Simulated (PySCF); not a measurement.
**YOCl: other functionals and bases at one geometry**

One table from this session's results is given with a row withheld; the runs are named, their logs left out.

Computed with PySCF 2.14.0. Level: several levels, as the steps say, no spin–orbit coupling.

1 further run of the same task is left out (for a known fault of the program).

## The system as given

3 atoms, charge 0, spin multiplicity 1.

Bond lengths: Y1–O2 1.804 Å, Y1–Cl3 2.498 Å. Angles: O2–Y1–Cl3 119.2°.

Geometry (Å):

```tsv
atom	x (Å)	y (Å)	z (Å)
Y1	0.3750	0.0000	-0.4748
O2	1.9105	0.0000	0.4714
Cl3	-1.8062	0.0000	0.7421
```

Formal oxidation states: Y +3. An earlier session relaxed this geometry at PBE0, Y def2-SVP with ECP28, O def2-SVP, Cl def2-SVP (singlet, point group Cs).

At PBE0 on the finer grid: E = -573.399019 Eh, HOMO -7.02 eV, LUMO -2.49 eV, Mulliken charge on Y1 +0.76 e, largest force component 0.034 eV/Å. 

Levels to run: TPSS; TPSSh; PBE0, TZVP. Hardware: 2 threads of Intel Xeon Platinum 8259CL at 2.50GHz (Skylake/Cascade Lake), shared host.

Set-up of the first run:

Contents of run.py (the lines that set the calculation):

```python
mol = gto.M(atom='''
Y      0.37504     0.00000    -0.47479
O      1.91051     0.00000     0.47141
Cl    -1.80624     0.00000     0.74208''',
    basis={'Y': 'def2-SVP', 'O': 'def2-SVP', 'Cl': 'def2-SVP'},
    ecp={'Y': 'def2-SVP'},
    charge=0, spin=0)
mf = dft.RKS(mol, xc='TPSS')
mf.grids.atom_grid = (75, 302)
mf = mf.density_fit()  # fitting sets: Y def2-universal-JKFIT, O def2-universal-JKFIT, Cl def2-universal-JKFIT
mf.conv_tol = 1e-08; mf.max_cycle = 55
mf.kernel(dm0)  # dm0: the density of the relaxed state
```

Run with:

```sh
OMP_NUM_THREADS=2 python run.py
```

Among the steps run: TPSS; TPSSh; PBE0, TZVP.

One of the session's tables, all rows but one given; the rest of the session is left out.

```
              level  HOMO (eV)  gap (eV)  charge on Y1 (e)  dipole (D)  largest force component (eV/Å)
PBE0 (relaxed here)      -7.02      4.53              0.76        7.25                            0.03
               TPSS          ?         ?                 ?           ?                               ?
              TPSSh      -6.17      3.48              0.76        7.15                            0.53
         PBE0, TZVP      -7.07      4.55              1.15        7.41                            0.26
```

**Question.** Estimate the row for TPSS.

**Answer.** HOMO (eV): -5.60; gap (eV): 2.70; charge on Y1 (e): 0.71; dipole (D): 6.97; largest force component (eV/Å): 0.78. In the column «HOMO (eV)» it is the highest.

In one basis the HOMO–LUMO gap runs from 2.70 eV (TPSS) to 4.53 eV (PBE0). The largest leftover force, 0.78 eV/Å with TPSS, stands at a geometry relaxed at another level. Total energies of different levels can't be compared.
